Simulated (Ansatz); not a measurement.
# CH₆BrNSi: up Jacob's ladder to CCSD(T)

One table from this session's results is given with a row withheld; the runs are named, their logs left out.

The runs use Ansatz 0.2.0, Gaussian basis; functionals in def2-TZVPP, the program's frozen cores in correlated methods.

Plan: LDA (SPW92), PBE-D4, revPBE-D4, BLYP-D4, r2SCAN-D4, B97M-V, PBE0-D4, B3LYP-D4, r2SCANh-D4, r2SCAN0-D4, HSE06-D4, BHLYP-D4, CAM-B3LYP-D4, LC-ωPBE, ωB97X-V, ωB97M-V, B2PLYP, PBE-QIDH; CCSD(T)/def2-SVP; CCSD(T)/def2-TZVPP; MP2/def2-QZVPP; extrapolation to the limit; RPA on PBE.

**Structure used throughout**

The geometry comes from an earlier relaxation with PBE0-D4 in a triple-zeta def2 set; it is a stationary point, not always the lowest conformer.

SMILES `C[SiH](N)Br`, 10 atoms, charge 0, spin multiplicity 1.

Atoms are counted from 1 here; the program's logs count them from 0.

Bond lengths: C1–Si2 1.854 Å, C1–H5 1.093 Å, C1–H6 1.093 Å, C1–H7 1.091 Å, Si2–N3 1.706 Å, Si2–Br4 2.254 Å, Si2–H8 1.480 Å, N3–H9 1.008 Å, N3–H10 1.008 Å. Angles: Si2–C1–H5 110.6°, Si2–C1–H6 110.2°, Si2–C1–H7 110.5°, H5–C1–H6 108.6°, H5–C1–H7 107.8°, H6–C1–H7 108.9°, C1–Si2–N3 110.1°, C1–Si2–Br4 106.8°, C1–Si2–H8 114.1°, N3–Si2–Br4 113.8°, N3–Si2–H8 107.5°, Br4–Si2–H8 104.6°, Si2–N3–H9 119.7°, Si2–N3–H10 119.4°, H9–N3–H10 110.6°.

The first run:

Contents of in.yaml:

```yaml
crystal:
  periodic: [false, false, false]
  atoms:
    - {symbol: C, position_ang: [-0.925623, 0.999368, -0.347108]}
    - {symbol: Si, position_ang: [-0.120002, -0.618315, 0.065480]}
    - {symbol: N, position_ang: [1.384293, -0.347794, 0.823318]}
    - {symbol: Br, position_ang: [0.027901, -1.781033, -1.860115]}
    - {symbol: H, position_ang: [-0.295190, 1.581655, -1.023603]}
    - {symbol: H, position_ang: [-1.092330, 1.581365, 0.562479]}
    - {symbol: H, position_ang: [-1.884001, 0.834315, -0.842509]}
    - {symbol: H, position_ang: [-0.922046, -1.480537, 0.962264]}
    - {symbol: H, position_ang: [2.038892, 0.301948, 0.415786]}
    - {symbol: H, position_ang: [1.871208, -1.122070, 1.247008]}
basis:
  gaussian: {orbitals: def2-TZVPP}
hamiltonian: {xc: lda}
output: {orbitals: {seedname: orbitals}}
```

Steps of the session up to this table: LDA; PBE-D4 (GGA); revPBE-D4 (GGA); BLYP-D4 (GGA); r2SCAN-D4 (meta-GGA); B97M-V (meta-GGA); PBE0-D4 (hybrid); B3LYP-D4 (hybrid); r2SCANh-D4 (hybrid); r2SCAN0-D4 (hybrid); HSE06-D4 (hybrid); BHLYP-D4 (hybrid); CAM-B3LYP-D4 (range-separated); LC-ωPBE-D4 (range-separated; the results give it without D4); ωB97X-V (range-separated); ωB97M-V (range-separated); B2PLYP (double hybrid); PBE-QIDH (double hybrid).

One of the session's tables, all rows but one given; the rest of the session is left out.

It belongs to the step «Orbital energies across the functionals». 

| functional | HOMO (eV) | LUMO (eV) | gap (eV) |
| --- | --- | --- | --- |
| LDA (SPW92) | -6.50 | -0.33 | 6.18 |
| PBE-D4 | -6.34 | -0.16 | 6.18 |
| revPBE-D4 | ? | ? | ? |
| BLYP-D4 | -6.19 | -0.14 | 6.05 |
| r2SCAN-D4 | -6.65 | 0.42 | 7.07 |
| B97M-V | -6.74 | 0.07 | 6.81 |
| PBE0-D4 | -7.71 | 0.67 | 8.38 |
| B3LYP-D4 | -7.45 | 0.36 | 7.81 |
| r2SCANh-D4 | -7.16 | 0.69 | 7.85 |
| r2SCAN0-D4 | -7.93 | 1.07 | 9.00 |
| HSE06-D4 | -7.31 | 0.31 | 7.61 |
| BHLYP-D4 | -8.94 | 1.33 | 10.27 |
| CAM-B3LYP-D4 | -9.08 | 1.48 | 10.56 |
| LC-ωPBE | -10.48 | 2.77 | 13.25 |
| ωB97X-V | -10.11 | 2.56 | 12.67 |
| ωB97M-V | -9.99 | 2.12 | 12.12 |

Q: Estimate the row for revPBE-D4 from the others.

The run gave: HOMO (eV): -6.28; LUMO (eV): -0.08; gap (eV): 6.20. In the column «HOMO (eV)» it lies between PBE-D4 (-6.34) and BLYP-D4 (-6.19).
